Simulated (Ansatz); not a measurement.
Run this with Ansatz 0.2.0, Python API and show what comes out.

`run_slab.py`:
```python
'''A surface of YIn: energy and work function.'''

import logging
import sys
import warnings

import ansatz as az
from ase import Atoms
from ase.build import surface
import numpy as np

logging.basicConfig(stream=sys.stdout, format='%(levelname)s:%(name)s:%(message)s')
log = logging.getLogger('calc')
log.setLevel(logging.INFO)

warnings.simplefilter('ignore', az.DeckWarning)

atoms = Atoms(
    ['Y', 'In'],
    scaled_positions=[
        (0.5, 0.5, 0.5),
        (0.0, 0.0, 0.0),
    ],
    cell=[
        (3.81, 0.0, 0.0),
        (0.0, 3.81, 0.0),
        (0.0, 0.0, 3.81),
    ],
    pbc=True,
)
# Miller indices count the vectors of the cell as typed
slab = surface(atoms, (1, 1, 0), 4, vacuum=6.0)
slab.pbc = True

print(slab.get_chemical_formula(), 'area {:.3f} A^2, cell height {:.2f} A'.format(np.linalg.norm(np.cross(slab.cell[0], slab.cell[1])), slab.cell[2, 2]))


def prepared(structure):
    return (
        az.Crystal.from_ase(structure).calculation()
        .occupations(az.OccupationsMethod.FERMI_DIRAC)  # smearing steadies the SCF of a metal
        .scf(max_iterations=80)
        .functional('lda')
        .basis(20 * az.Ha, xc_grid=1)
    )


job = (
    prepared(slab)
    .kpoints(3, 5, 1)
    .electric_field(axis=3, dipole_correction=True)
    .potential()  # keep the local potentials
    .forces()
)
out = job.run(threads=1)
r = out.report

log.info(f'slab free energy {r["free_energy_ev"]:.4f} eV, Fermi level {r["fermi_energy_ev"]:.3f} eV')
face = r['work_function']
print('work function (eV), upper and lower face:', *(round(face[k], 3) for k in ('phi_plus_ev', 'phi_minus_ev') if face.get(k) is not None))
log.info(f'dipole {face["dipole_moment_e_ang"]:+.4f} e A')

# surface energy from the bulk energy at the same settings
bulk = prepared(atoms).kpoints(6, 6, 6).run(threads=1).report
excess = r['free_energy_ev'] - bulk['free_energy_ev'] * len(slab) / len(atoms)
area = np.linalg.norm(np.cross(slab.cell[0], slab.cell[1]))
log.info(f'mean surface energy {excess / (2 * area) * 16.02177:.3f} J/m^2 ({1000 * excess / (2 * area):.1f} meV/A^2)')

log.info('z (A) and force along z (eV/A)')
for site, force in sorted(zip(out.lattice.sites, r['forces_ev_ang']), key=lambda pair: pair[0].position_ang[2]):
    log.info(f'{site.symbol:3s} {site.position_ang[2]:8.3f} {force[2]:9.4f}')
```

```console
$ python run_slab.py
In4Y4 area 20.529 A^2, cell height 20.08 A
RunWarning: efield: at this solve's end the planar-averaged density reaches 1.48e-4 e/Å³ inside the ramp window [0.9002, 0.0998] (bound 1e-5 e/Å³); the window's nearer edge stands 4.00 Å from this solve's nearest atom along the axis. Its work functions, free energy, forces, stress, dipole, levels and responses can be [...]
RunWarning: The output density's exchange-correlation potential varies sharply where the density is thin. Do not read a vacuum level from v_tot or v_xc, or from such a field of the output density. On a cell that repeats whose density bears no net charge and no dipole along the vacuum's axis use v_es (v_loc + v_h of [...]
INFO:calc:slab free energy -36812.4531 eV, Fermi level 3.894 eV
work function (eV), upper and lower face: 3.788 3.788
INFO:calc:dipole +0.0000 e A
INFO:calc:mean surface energy 1.026 J/m^2 (64.1 meV/A^2)
INFO:calc:z (A) and force along z (eV/A)
INFO:calc:Y      6.000    0.4376
INFO:calc:In     6.000    0.1928
INFO:calc:Y      8.694    0.2813
INFO:calc:In     8.694   -0.0668
INFO:calc:Y     11.388   -0.2813
INFO:calc:In    11.388    0.0668
INFO:calc:Y     14.082   -0.4376
INFO:calc:In    14.082   -0.1928
```
(Warnings from the package without file and line, shortened.)

Notes:
- These settings explore the input space; cutoff and mesh may be short of convergence.
- The density doesn't vanish in the vacuum (a short gap or a low cutoff), which blurs the vacuum level.
- The mesh is modest for a metal, so energies can be off by several to tens of meV an atom and pressures by half a GPa or more; differences at equal mesh fare better.
- Only differences from the Fermi energy are physical; the zero of the scale is a convention.
- The starting cell is as deposited in a crystallographic database; the results hold for this polymorph, which needn't be the stable one.
- The slab is thin and cut from the structure as given; a cut can leave two unlike or polar faces, and the surface energy is then their mean. Miller indices refer to the vectors of the cell as typed, and the lattice isn't relaxed for this functional, so relaxation and surface energy can hold strain.
- The script silences the warnings on its input, which a real study should read.
- Hardware and time: 25 s on 1 thread of Arm Neoverse V2, on a shared host, peak memory 0.75 GiB.

(Lines on the test bed's own set-up are left out of the output.)
